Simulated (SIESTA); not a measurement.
Write the native input for SIESTA 5.4.2 that does the following.

| Item | Value |
| --- | --- |
| Task | single point |
| Functional | PBE |
| Potentials or basis | PseudoDojo 0.4 standard (PBE files) |
| Basis | SZP (energy shift 0.003 Ry) |
| Grid cutoff | 800 Ry |
| Energy shift | 0.003 Ry |
| k mesh | 8 × 8 × 7 |
| Occupations | fermi-dirac, width 0.05 eV |
| Spin | no spin polarisation |

Crystal: NbTe.

```
Te Nb
1.0
     3.70297    0.00000    0.00000
    -1.85149    3.20687    0.00000
     0.00000    0.00000    3.69421
Te Nb
1 1
Direct
  0.66667 0.33333 0.00000
  0.00000 0.00000 0.50000
```

The cell comes from a database or a generator and needn't be the stable form of this composition.

The input as run:

NbTe.fdf

```
SystemName                      NbTe
SystemLabel                     NbTe
NumberOfSpecies                 2
NumberOfAtoms                   2
%block ChemicalSpeciesLabel
  1  52 Te
  2  41 Nb
%endblock ChemicalSpeciesLabel

LatticeConstant                 1.0 Ang
%block LatticeVectors
     3.7029743866     0.0000000000     0.0000000000
    -1.8514871933     3.2068698884     0.0000000000
     0.0000000000     0.0000000000     3.6942110000
%endblock LatticeVectors
AtomicCoordinatesFormat         Fractional
%block AtomicCoordinatesAndAtomicSpecies
     0.6666666667     0.3333333333     0.0000000000  1  Te
     0.0000000000     0.0000000000     0.5000000000  2  Nb
%endblock AtomicCoordinatesAndAtomicSpecies

%block kgrid.MonkhorstPack
    8   0   0  0.0
    0   8   0  0.0
    0   0   7  0.0
%endblock kgrid.MonkhorstPack
XC.Functional                   GGA
XC.Authors                      PBE
PAO.BasisSize                   SZP
PAO.EnergyShift                 0.003 Ry
Mesh.Cutoff                     800 Ry
OccupationFunction              FD
ElectronicTemperature           0.05 eV
MaxSCFIterations                120
SCF.MustConverge                false
SCF.Mixer.Method                Pulay
SCF.Mixer.Weight                0.25
SCF.Mixer.History               8
SCF.DM.Tolerance                5.0e-05
SCF.H.Tolerance                 1.0e-03 eV
WriteForces                     true
Charge.Mulliken                 end
```

Potentials or basis: PseudoDojo 0.4 standard (PBE files), SZP (energy shift 0.003 Ry).

Launch:

```sh
$ siesta NbTe.fdf > NbTe.out 2>&1
```

It gave:

* Pressure: 2.9 GPa
* Band gap on the k mesh: none (metal or under the smearing width)

Caveat: the basis of atomic orbitals isn't converged, which shifts pressures, moduli and gaps.

Run time: 38 s on 1 thread of Intel(R) Xeon(R) 6975P-C (Granite Rapids), with other jobs on the host, peak memory 0.36 GiB.
